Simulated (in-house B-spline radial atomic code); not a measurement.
**Br: a fraction of an electron added to 4p**

How does the LDA (PW92) energy of Br change when part of an electron is added to 4p?

Program: in-house B-spline radial atomic code version 1. Level of theory: scalar-relativistic (spin-free one-electron X2C) LDA (Slater, PW92), spin-polarised, spherical fractional occupations, Fermi nucleus, basis-set limit. These are calculated values, not measurements, unless marked.

### 1 Starting point

- element: bromine (Z = 35)
- charge: 0
- electrons: 35
- configuration: [Ar] 3d10 4s2 4p5
- Hamiltonian: scalar-relativistic (X2C)
- nucleus: Fermi, rms radius 4.163 fm

Outer shells as boxes (Hund's rule):

[Ar] 3d10 4s2 4p5
```
[Ar] core
3d [↑↓][↑↓][↑↓][↑↓][↑↓]
4s [↑↓]
4p [↑↓][↑↓][↑ ]
```

Where spins are not typed, each open shell is filled with up spins first.

### 2 The start, at fraction 0

The run's settings:

```ini
Z = 35
electrons = 35.0
configuration = [Ar] 3d10 4s2 4p5
hamiltonian = x2c
method = lda,pw
spin_polarised = True
nucleus = fermi
rms_radius = 4.1629
mass_number = 79
atomic_mass = 78.918337574
speed_of_light = 137.035999084
```

### 3 0.1 electron added to 4p

The settings differ from step 2 so:

```diff
@@ -1,4 +1,4 @@
 Z = 35
-electrons = 35.0
-configuration = [Ar] 3d10 4s2 4p5
+electrons = 35.1
+configuration = [Ar] 3d10 4s2 4p5.1
 hamiltonian = x2c
```

### 4 0.2 electron added to 4p

The settings differ from step 3 so:

```diff
@@ -1,4 +1,4 @@
 Z = 35
-electrons = 35.1
-configuration = [Ar] 3d10 4s2 4p5.1
+electrons = 35.2
+configuration = [Ar] 3d10 4s2 4p5.2
 hamiltonian = x2c
```

### 5 0.3 electron added to 4p

The settings differ from step 4 so:

```diff
@@ -1,4 +1,4 @@
 Z = 35
-electrons = 35.2
-configuration = [Ar] 3d10 4s2 4p5.2
+electrons = 35.3
+configuration = [Ar] 3d10 4s2 4p5.3
 hamiltonian = x2c
```

### 6 0.4 electron added to 4p

The settings differ from step 5 so:

```diff
@@ -1,4 +1,4 @@
 Z = 35
-electrons = 35.3
-configuration = [Ar] 3d10 4s2 4p5.3
+electrons = 35.4
+configuration = [Ar] 3d10 4s2 4p5.4
 hamiltonian = x2c
```

### 7 0.5 electron added to 4p

The settings differ from step 6 so:

```diff
@@ -1,4 +1,4 @@
 Z = 35
-electrons = 35.4
-configuration = [Ar] 3d10 4s2 4p5.4
+electrons = 35.5
+configuration = [Ar] 3d10 4s2 4p5.5
 hamiltonian = x2c
```

### 8 0.6 electron added to 4p

The settings differ from step 7 so:

```diff
@@ -1,4 +1,4 @@
 Z = 35
-electrons = 35.5
-configuration = [Ar] 3d10 4s2 4p5.5
+electrons = 35.6
+configuration = [Ar] 3d10 4s2 4p5.6
 hamiltonian = x2c
```

### 9 0.7 electron added to 4p

The settings differ from step 8 so:

```diff
@@ -1,4 +1,4 @@
 Z = 35
-electrons = 35.6
-configuration = [Ar] 3d10 4s2 4p5.6
+electrons = 35.7
+configuration = [Ar] 3d10 4s2 4p5.7
 hamiltonian = x2c
```

### 10 0.8 electron added to 4p

The settings differ from step 9 so:

```diff
@@ -1,4 +1,4 @@
 Z = 35
-electrons = 35.7
-configuration = [Ar] 3d10 4s2 4p5.7
+electrons = 35.8
+configuration = [Ar] 3d10 4s2 4p5.8
 hamiltonian = x2c
```

**Question.** How does the energy change with the fraction, and which way and how far does it bend from the straight line between the ends?

As calculated:

| fraction | energy change (eV) | less the straight line (eV) | level 4p down (eV) | sum of <r²> (bohr²) |
| --- | --- | --- | --- | --- |
| 0 | 0.0000 | 0.0000 | -7.655 | 40.091 |
| 0.1 | -0.7232 | -0.2810 | -6.812 | 41.176 |
| 0.2 | -1.3629 | -0.4785 | -5.984 | 42.315 |
| 0.3 | -1.9205 | -0.5939 | -5.171 | 43.515 |
| 0.4 | -2.3976 | -0.6288 | -4.375 | 44.785 |
| 0.5 | -2.7960 | -0.5850 | -3.596 | 46.134 |
| 0.6 | -3.1174 | -0.4643 | -2.836 | 47.576 |
| 0.7 | -3.3639 | -0.2685 | -2.097 | 49.130 |
| 0.8 | -3.5376 | 0.0000 | -1.380 | 50.819 |

From fraction 0 to 0.8 the energy changes by -3.538 eV. It sags under the straight line by up to 0.63 eV (at 0.4); exact theory is straight between whole electron numbers, so this convex bend is an error (delocalisation) that favours fractional charges. The path stops at 0.8, so the line is drawn to that point and not to a whole electron.
